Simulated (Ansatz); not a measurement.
# Mg2ZnS3: the cost of one run

Program: Ansatz 0.2.0. Level of theory: DFT PBE, scalar-relativistic, plane waves, PAW. These are calculated values, not measurements.

### Step 1. The system as given

It takes space group P31m (No. 157, trigonal). Conventional cell: a = 6.895 Å, b = 6.895 Å, c = 6.449 Å, α = 90.00°, β = 90.00°, γ = 120.00°. Mg (site symmetry m) has 4 S at 2.44 to 2.48 Å in its first shell of neighbours. Around Mg (site symmetry 3m) lie 4 S at 2.46 to 2.49 Å. Around Zn (site symmetry 3) lie 4 S at 2.36 to 2.39 Å. S (site symmetry m) has 2 Zn at 2.39 Å and 2 Mg at 2.48 to 2.49 Å in its first shell of neighbours. S (site symmetry 3) is surrounded by 1 Zn at 2.36 Å and 3 Mg at 2.44 Å. Around S (site symmetry 3m) lie 4 Mg at 2.44 to 2.46 Å.

Coordinates:

```cif
data_structure
_symmetry_space_group_name_H-M 'P31m'
_symmetry_Int_Tables_number 157
_cell_length_a 6.8950
_cell_length_b 6.8950
_cell_length_c 6.4491
_cell_angle_alpha 90.000
_cell_angle_beta 90.000
_cell_angle_gamma 120.000
_cell_volume 265.52
loop_
_atom_site_label
_atom_site_type_symbol
_atom_site_symmetry_multiplicity
_atom_site_Wyckoff_symbol
_atom_site_fract_x
_atom_site_fract_y
_atom_site_fract_z
_atom_site_occupancy
Mg1 Mg 3 c 0.33680 0.33680 0.00278 1
Mg2 Mg 1 a 0.00000 0.00000 0.50421 1
Zn1 Zn 2 b 0.66667 0.33333 0.50466 1
S1 S 3 c 0.34424 0.34424 0.38664 1
S2 S 2 b 0.66667 0.33333 0.87105 1
S3 S 1 a 0.00000 0.00000 0.88611 1
```

The start is the relaxed end of an invented cell (made as: elements ordered on the sites of the ZnS type, Zn/Mg on Zn (P31m, No. 157)), taken up again for a closer look.

### Step 2. A first look at the guess

input.yaml reads:

```yaml
crystal:
  lattice:
    - [6.8949671, 0.0, 0.0]
    - [-3.4474835, 5.9712166, 0.0]
    - [0.0, 0.0, 6.449112]
  atoms:
    - { symbol: Mg, position: [0.336801, 0.336801, 0.002782] }
    - { symbol: Mg, position: [0.0, 0.663199, 0.002782] }
    - { symbol: Mg, position: [0.663199, 0.0, 0.002782] }
    - { symbol: Mg, position: [0.0, 0.0, 0.504209] }
    - { symbol: Zn, position: [0.6666667, 0.3333333, 0.504659] }
    - { symbol: Zn, position: [0.3333333, 0.6666667, 0.504659] }
    - { symbol: S, position: [0.344237, 0.344237, 0.386637] }
    - { symbol: S, position: [0.0, 0.655763, 0.386637] }
    - { symbol: S, position: [0.655763, 0.0, 0.386637] }
    - { symbol: S, position: [0.6666667, 0.3333333, 0.871052] }
    - { symbol: S, position: [0.3333333, 0.6666667, 0.871052] }
    - { symbol: S, position: [0.0, 0.0, 0.886113] }
basis:
  ecutwfc: 420
kpoints:
  mp_grid: { grid: [3, 3, 4] }
hamiltonian:
  xc: pbe
scf:
  occupations: { method: gaussian, width: 0.1 }
  lower_state_search: "off"
output:
  forces: true
  stress: true
  eigenvalues: true
```

On the command line:

```sh
$ ansatz run input.yaml --threads 4 --pin off --max-ram 8192MiB --backend cpu --events-out ev --progress --plain --runs-dir out
```

Q: Estimate wall time and peak memory on 4 threads of Intel Xeon 6975P-C (Granite Rapids), shared host.

About 2.6 s, with a peak of 0.73 GiB.
